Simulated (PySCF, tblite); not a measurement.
# C₇H₇FOP+: geometry, infrared bands and NMR shifts

Aim: predict the infrared bands and NMR shifts of C₇H₇FOP+ (`CC1=C(F)[P@H+]1c1ccco1`).

Computed with tblite 0.8.0 and PySCF 2.14.0, with density-fitted response routines of our own, on a single molecule in the gas phase. Atoms count from 0, in the outputs and in this text.

### Step 1. The molecule as given

17 atoms, charge 1, multiplicity 1; geometry from: force field or distance geometry start.

Bonds of the start (Å): C0–C1 1.51, C1–C2 1.35, C2–F3 1.35, C2–P4 1.79, P4–C5 1.81, C5–C6 1.38, C6–C7 1.39, C7–C8 1.37, C8–O9 1.30, P4–C1 1.79, O9–C5 1.31, C0–H10 1.10, C0–H11 1.13, C0–H12 1.10, P4–H13 1.39, C6–H14 1.07, C7–H15 1.09, C8–H16 1.09.

### Step 2. Optimising the geometry with GFN2-xTB

What the job is given:

```
{"job": {"kind": "relax", "xc": "GFN2-xTB", "basis": "xTB"}, "charge": 1, "multiplicity": 1}
C      2.815900     1.202700    -0.065100
C      2.018400    -0.043100     0.232000
C      1.781800    -1.092800     1.041300
F      2.118100    -1.718900     2.191700
P      0.707400    -1.098600    -0.384300
C     -0.974300    -0.479400    -0.166700
C     -1.946100    -0.293600    -1.122000
C     -3.050600     0.202900    -0.438000
C     -2.703200     0.292300     0.889000
O     -1.476200    -0.117300     0.991400
H      3.533600     0.965100    -0.858500
H      2.093400     1.977600    -0.454500
H      3.282000     1.552600     0.865500
H      0.949000    -1.945300    -1.463300
H     -1.843900    -0.497400    -2.169800
H     -4.025600     0.467000    -0.837700
H     -3.286700     0.638300     1.739100
```

The run is started by

```sh
$ OMP_NUM_THREADS=1 python probes_run.py task.json out
```

This one command runs all jobs of the session in turn.

**Question.** This job is followed by: GFN2-xTB harmonic vibrations, gas phase; GIAO PBE0/pcSseg-1 NMR shielding, non-relativistic, gas phase. What will the session give for the following? strongest single infrared mode (GFN2-xTB); zero-point energy (GFN2-xTB); ¹³C shifts against TMS (PBE0/pcSseg-1); ¹H shifts against TMS (PBE0/pcSseg-1, means over atoms taken as alike); ¹⁹F shifts against CFCl3 (PBE0/pcSseg-1); ³¹P shifts against H3PO4 (PBE0/pcSseg-1); ¹⁷O shifts against H2O (PBE0/pcSseg-1).

As calculated:

| quantity | value |
| --- | --- |
| strongest single infrared mode (GFN2-xTB) | 1238 cm⁻¹, 335 km/mol |
| zero-point energy (GFN2-xTB) | 73.4 kcal/mol |
| ¹³C shifts against TMS (PBE0/pcSseg-1) | 166.5, 150.4, 144.4, 126.0, 124.7, 116.2, 10.9 ppm |
| ¹H shifts against TMS (PBE0/pcSseg-1, means over atoms taken as alike) | 8.58, 8.34, 7.48, 6.83, 2.87 ppm |
| ¹⁹F shifts against CFCl3 (PBE0/pcSseg-1) | -112.5 ppm |
| ³¹P shifts against H3PO4 (PBE0/pcSseg-1) | -140.3 ppm |
| ¹⁷O shifts against H2O (PBE0/pcSseg-1) | 309.5 ppm |

What this shows: Over 120 steps the energy fell by 0.438 eV; of the close pairs, C2–F3 changed most, 1.352 to 1.297 Å. No mode is imaginary among the 45: a minimum at this level. The strongest single mode, at 1238 cm⁻¹, is carried by C1, C2, F3. GFN2-xTB is a fitted tight-binding method: band positions and strengths are rough. Its intensities can rank the bands wrongly. NICS(1)zz of -26 ppm above the planar ring from C5 marks a diatropic (aromatic) ring current. By nearest atom (PBE0/pcSseg-1), the HOMO sits on C5, C8 about 28 % each; C7 17 % and the LUMO on P4 25 %; 4 C atoms about 11 % each.
